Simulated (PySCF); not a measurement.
# SnH2F2 (SMILES [F][SnH2][F]): SVWN5/def2-SVP (core potential)

Aim: the vertical ionisation energy of SnH2F2 at SVWN5/def2-SVP (core potential), from 2 runs. 

The calculation is run with PySCF 2.14.0.

2 further runs of the same task are left out: 2 set aside as unsound or not needed.

## (1) The system as given

SnH2F2: 5 atoms, total charge 0, spin state singlet. SMILES: `[F][SnH2][F]`. The coordinates come from a PBE0-D4/def2-TZVP relaxation.

Bond lengths: F1–Sn2 1.909 Å, Sn2–F3 1.909 Å, Sn2–H4 1.692 Å, Sn2–H5 1.692 Å. Angles: F1–Sn2–F3 103.3°, F1–Sn2–H4 107.1°, F1–Sn2–H5 107.1°, F3–Sn2–H4 107.1°, F3–Sn2–H5 107.1°, H4–Sn2–H5 123.6°.

## (2) A single-point energy at SVWN5/def2-SVP (core potential)

calc.py

```python
from pyscf import gto, dft

mol = gto.Mole()
mol.atom = [
    ('F', (-0.343500, -0.356300, 1.741400)),
    ('Sn', (0.128900, -0.073200, -0.086200)),
    ('F', (-1.231200, 1.110700, -0.712400)),
    ('H', (-0.087400, -1.547100, -0.889100)),
    ('H', (1.583200, 0.792100, -0.095000)),
]
mol.ecp = {'Sn': 'def2-svp'}
mol.max_memory = 1860
mol.verbose = 3
mol.basis = 'def2-svp'
mol.charge = 0
mol.build()

mf = dft.RKS(mol)
mf.xc = 'svwn'
mf.grids.level = 5
mf.conv_tol = 1e-10
mf.kernel()
if not mf.converged:
    mf = mf.newton().run(mf.mo_coeff, mf.mo_occ)

energy = mf.e_tot
print(f'total energy: {energy:.8f} hartree')
```

Command:

```
OMP_NUM_THREADS=1 python calc.py
```

Output:

```text
converged SCF energy = -413.432486464326
total energy: -413.43248646 hartree
```

It took 6 s on 1 thread of Arm Neoverse V1, shared host; peak memory 0.23 GiB.

## (3) The doublet cation

run.py

```python
from pyscf import gto, dft

mol = gto.M(
    atom='''
F     -0.343500    -0.356300     1.741400
Sn     0.128900    -0.073200    -0.086200
F     -1.231200     1.110700    -0.712400
H     -0.087400    -1.547100    -0.889100
H      1.583200     0.792100    -0.095000
''',
    basis='def2-svp',
    max_memory=1860,
    ecp={'Sn': 'def2-svp'},
    verbose=4,
    charge=1,
    spin=1,
)

myscf = dft.UKS(mol)
myscf.xc = 'svwn'
myscf.conv_tol = 1e-10
myscf.grids.level = 5
myscf.kernel()
if not myscf.converged:
    myscf = myscf.newton().run(myscf.mo_coeff, myscf.mo_occ)

energy = myscf.e_tot
print('E = %.10f Eh' % energy)
```

Command:

```
OMP_NUM_THREADS=1 python run.py
```

Output:

```text
PySCF version 2.14.0

[INPUT] num. atoms = 5
[INPUT] num. electrons = 41
[INPUT] charge = 1
[INPUT] spin (= nelec alpha-beta = 2S) = 1
[INPUT] symmetry False subgroup None
[INPUT] Mole.unit = angstrom
[INPUT] Symbol           X                Y                Z      unit          X                Y                Z       unit  Magmom
[INPUT]  1 F     -0.343500000000  -0.356300000000   1.741400000000 AA   -0.649120923788  -0.673309418183   3.290769073318 Bohr   0.0
[INPUT]  2 Sn     0.128900000000  -0.073200000000  -0.086200000000 AA    0.243585697456  -0.138327952318  -0.162894391938 Bohr   0.0
[INPUT]  3 F     -1.231200000000   1.110700000000  -0.712400000000 AA   -2.326630804565   2.098918806554  -1.346240891140 Bohr   0.0
[INPUT]  4 H     -0.087400000000  -1.547100000000  -0.889100000000 AA   -0.165162063287  -2.923595287315  -1.680155497351 Bohr   0.0
[INPUT]  5 H      1.583200000000   0.792100000000  -0.095000000000 AA    2.991814400411   1.496852063268  -0.179523981834 Bohr   0.0

nuclear repulsion = 144.609737094107
number of shells = 28
number of NR pGTOs = 123
number of NR cGTOs = 64
basis = def2-svp
ecp = {'Sn': 'def2-svp'}

******** <class 'pyscf.dft.uks.UKS'> ********
method = UKS
initial guess = minao
damping factor = 0
level_shift factor = 0
DIIS = <class 'pyscf.scf.diis.CDIIS'>
diis_start_cycle = 1
diis_space = 8
diis_damp = 0
SCF conv_tol = 1e-10
SCF conv_tol_grad = None
SCF max_cycles = 50
direct_scf = True
direct_scf_tol = 1e-13
number electrons alpha = 21  beta = 20
XC library pyscf.dft.libxc version 7.0.0
    S. Lehtola, C. Steigemann, M. J.T. Oliveira, and M. A.L. Marques.,  SoftwareX 7, 1–5 (2018)
XC functionals = svwn
    P. A. M. Dirac.,  Math. Proc. Cambridge Philos. Soc. 26, 376 (1930)
    F. Bloch.,  Z. Phys. 57, 545 (1929)
    S. H. Vosko, L. Wilk, and M. Nusair.,  Can. J. Phys. 58, 1200 (1980)
radial grids:
    Treutler-Ahlrichs [JCP 102, 346 (1995); DOI:10.1063/1.469408] (M4) radial grids

becke partition: Becke, JCP 88, 2547 (1988); DOI:10.1063/1.454033
pruning grids: <function nwchem_prune>
grids dens level: 5
symmetrized grids: False
atomic radii adjust function: <function treutler_atomic_radii_adjust>
small_rho_cutoff = 0
Set gradient conv threshold to 1e-05
tot grids = 181840
init E= -390.807484795776
[... the frontier-level lines of each cycle are left out ...]

cycle= 1 E= -411.934927921275  delta_E= -21.1  |g|= 1.82  |ddm|= 5.06
cycle= 2 E= -411.087232128656  delta_E= 0.848  |g|= 2.38  |ddm|= 4.23
cycle= 3 E= -412.686457025868  delta_E= -1.6  |g|= 0.838  |ddm|= 2.17
cycle= 4 E= -412.752141538936  delta_E= -0.0657  |g|= 0.722  |ddm|= 1.23
cycle= 5 E= -413.005782034232  delta_E= -0.254  |g|= 0.0495  |ddm|= 0.651
cycle= 6 E= -413.00666161146  delta_E= -0.00088  |g|= 0.0133  |ddm|= 0.0586
cycle= 7 E= -413.006566014911  delta_E= 9.56e-05  |g|= 0.0189  |ddm|= 0.0429
cycle= 8 E= -413.006163689538  delta_E= 0.000402  |g|= 0.0361  |ddm|= 0.0474
cycle= 9 E= -413.0068106283  delta_E= -0.000647  |g|= 0.00225  |ddm|= 0.0375
cycle= 10 E= -413.006813523575  delta_E= -2.9e-06  |g|= 0.000553  |ddm|= 0.00309
cycle= 11 E= -413.006813693558  delta_E= -1.7e-07  |g|= 0.000113  |ddm|= 0.000497
cycle= 12 E= -413.006813698836  delta_E= -5.28e-09  |g|= 4.76e-05  |ddm|= 0.000158
cycle= 13 E= -413.006813700937  delta_E= -2.1e-09  |g|= 1.12e-05  |ddm|= 0.000105
cycle= 14 E= -413.006813701042  delta_E= -1.05e-10  |g|= 1.56e-06  |ddm|= 1.88e-05
cycle= 15 E= -413.006813701042  delta_E= -2.27e-13  |g|= 5.05e-07  |ddm|= 2.16e-06
Extra cycle  E= -413.006813701036  delta_E= 6.37e-12  |g|= 3.9e-06  |ddm|= 4.18e-06
converged SCF energy = -413.006813701036  <S^2> = 0.75383602  2S+1 = 2.0038324
E = -413.0068137010 Eh
```

Wall time 13 s (1 thread of Arm Neoverse V1, shared host); peak memory 0.23 GiB.

## (4) Results

At SVWN5/def2-SVP (core potential):

| quantity | value |
| --- | --- |
| singlet SnH2F2: total energy | -413.43249 Eh |
| singlet SnH2F2: dipole moment | 3.17 D |
| singlet SnH2F2: HOMO energy | -8.10 eV |
| singlet SnH2F2: LUMO energy | -1.85 eV |
| singlet SnH2F2: HOMO–LUMO gap | 6.25 eV |
| doublet cation: total energy | -413.00681 Eh |
| doublet cation: HOMO energy (highest over α and β) | -15.73 eV |
| doublet cation: LUMO energy (lowest over α and β) | -15.08 eV |
| doublet cation: ⟨S²⟩ | 0.754 |
| vertical ionisation energy (to the doublet cation) | 11.583 eV |

What this shows: Removing an electron at fixed nuclei costs 11.58 eV (1118 kJ/mol). −ε(HOMO) before ionisation, 8.10 eV, is 3.49 eV below this ionisation energy. Mulliken charges (singlet SnH2F2) run from -0.36 on F1 to +0.79 on Sn2.
